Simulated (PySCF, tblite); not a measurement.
# C₁₀H₁₂O: geometry, infrared bands, NMR shifts, spin-spin couplings and electronic excitations

Aim: predict the infrared bands, NMR shifts, spin-spin couplings and electronic excitations of C₁₀H₁₂O (`COc1cccc2c1CCC2`).

Computed with tblite 0.8.0 and PySCF 2.14.0, with density-fitted response routines of our own, on a single molecule in the gas phase. Atoms are numbered from 0 throughout.

### Step 1. Starting geometry

23 atoms, charge 0, multiplicity 1; geometry from: force field or distance geometry start.

Bonds of the start (Å): C0–O1 1.43, O1–C2 1.36, C2–C3 1.40, C3–C4 1.41, C4–C5 1.40, C5–C6 1.38, C6–C7 1.40, C7–C8 1.51, C8–C9 1.54, C9–C10 1.53, C7–C2 1.39, C10–C6 1.50, C0–H11 1.09, C0–H12 1.09, C0–H13 1.09, C3–H14 1.08, C4–H15 1.09, C5–H16 1.09, C8–H17 1.10, C8–H18 1.09, C9–H19 1.10, C9–H20 1.09, C10–H21 1.10, C10–H22 1.09.

### Step 2. Geometry optimisation with GFN2-xTB

The job: settings as JSON, then the geometry in Å.

```
{"job": {"kind": "relax", "xc": "GFN2-xTB", "basis": "xTB"}, "charge": 0, "multiplicity": 1}
C      3.142300    -0.939800    -1.060300
O      1.720300    -1.067100    -0.935000
C      1.082500    -0.085400    -0.245400
C      1.656900     1.059800     0.314600
C      0.869600     2.012200     0.991800
C     -0.517200     1.859700     1.083200
C     -1.084000     0.733900     0.526900
C     -0.295800    -0.223300    -0.122600
C     -1.161300    -1.325600    -0.676000
C     -2.459000    -1.128100     0.138300
C     -2.538000     0.364500     0.475200
H      3.496600    -1.805100    -1.618700
H      3.387300    -0.036300    -1.618400
H      3.630300    -0.942700    -0.084000
H      2.723800     1.236600     0.272300
H      1.344900     2.892000     1.428200
H     -1.116600     2.612600     1.589000
H     -1.344000    -1.166000    -1.745500
H     -0.744100    -2.314300    -0.506700
H     -2.379200    -1.704700     1.071300
H     -3.345600    -1.475400    -0.395000
H     -3.045100     0.532500     1.432100
H     -3.029300     0.936800    -0.305100
```

Started as:

```bash
$ OMP_NUM_THREADS=2 python probes_run.py task.json out
```

The driver reads the jobs from task.json and runs them one after another.

**Question.** This job is followed by: GFN2-xTB harmonic vibrations, gas phase; PBE0-D3(BJ)/def2-SVP geometry optimisation, gas phase; GIAO PBE0/pcSseg-1 NMR shielding, non-relativistic, gas phase; B3LYP/pcJ-1 indirect spin-spin coupling, non-relativistic, gas phase; TDDFT wB97X-D/def2-SVPD, vertical, gas phase, core orbitals frozen in the response; GIAO KT3/pcSseg-1 NMR shielding, non-relativistic, gas phase. What will the session give for the following? strongest single infrared mode (GFN2-xTB); zero-point energy (GFN2-xTB); point group; rotational constants (main isotopes); 13C shifts against TMS (PBE0/pcSseg-1); 1H shifts against TMS (PBE0/pcSseg-1, means over atoms taken as alike); 17O shifts against H2O (PBE0/pcSseg-1); largest coupling of the table (B3LYP/pcJ-1); lowest singlet (wB97X-D/def2-SVPD); brightest single state of those computed; lowest triplet; range of the shift of C6.

The runs gave:

| quantity | value |
| --- | --- |
| strongest single infrared mode (GFN2-xTB) | 1478 cm⁻¹, 95 km/mol |
| zero-point energy (GFN2-xTB) | 120.6 kcal/mol |
| point group | C1 |
| rotational constants (main isotopes) | 1.83, 0.97, 0.65 GHz |
| 13C shifts against TMS (PBE0/pcSseg-1) | 160.6, 151.2, 135.8, 133.2, 121.1, 109.3, 53.8, 36.3, 31.9, 28.1 ppm |
| 1H shifts against TMS (PBE0/pcSseg-1, means over atoms taken as alike) | 7.22, 6.97, 6.42, 3.71, 2.86, 2.82, 1.93 ppm |
| 17O shifts against H2O (PBE0/pcSseg-1) | 100.1 ppm |
| largest coupling of the table (B3LYP/pcJ-1) | 1J(C,H) C5–H16, 166.1 Hz |
| lowest singlet (wB97X-D/def2-SVPD) | 5.19 eV (239 nm), f = 0.012 |
| brightest single state of those computed | state 5, 6.64 eV, f = 0.590 |
| lowest triplet | 4.05 eV |
| range of the shift of C6 | 137.8 to 151.2 ppm |

The optimisation took 42 steps and gained 0.083 eV; among the close pairs (by a distance rule), C0–O1 changed most, from 1.433 to 1.405 Å (GFN2-xTB). No mode is imaginary among the 63: a minimum at this level. The strongest single mode, at 1478 cm⁻¹, has its largest shares on C2, C3 and C7 (the list is cut at 3 atoms). Unscaled tight-binding wavenumbers are off by several per cent, some by more. Its intensities can rank the bands wrongly. The start of the PBE0/def2-SVP relaxation was shaken at random by about 0.01 Å, so part of the energy gained, and of the first lengths quoted, undoes that. At PBE0/pcSseg-1: Shielding is most anisotropic at C4 (span 227 ppm, paramagnetic term -204 ppm). In the run at B3LYP/pcJ-1, the largest coupling of the table is C5–H16, 166.1 Hz, of which the Fermi-contact term gives 164.7 Hz. Couplings across rotatable bonds belong to this one conformer; where others are populated, the observed values are averages. The first singlet state (HOMO→LUMO 0.53, HOMO−1→LUMO+1 0.23) lies at 5.19 eV and is weak; of the 10 states computed, the strongest absorption comes from state 5 at 6.64 eV. The lowest triplet lies 1.14 eV below the lowest singlet (triplets in Tamm-Dancoff, singlets in full TDDFT). In ppm, C6 moves most: its shift spreads over 13.4 ppm, from 137.8 (KT3/pcSseg-1) to 151.2 (PBE0/pcSseg-1). The conformer search found further structures of the same energy, which may be mirror or relabelled copies of this one.
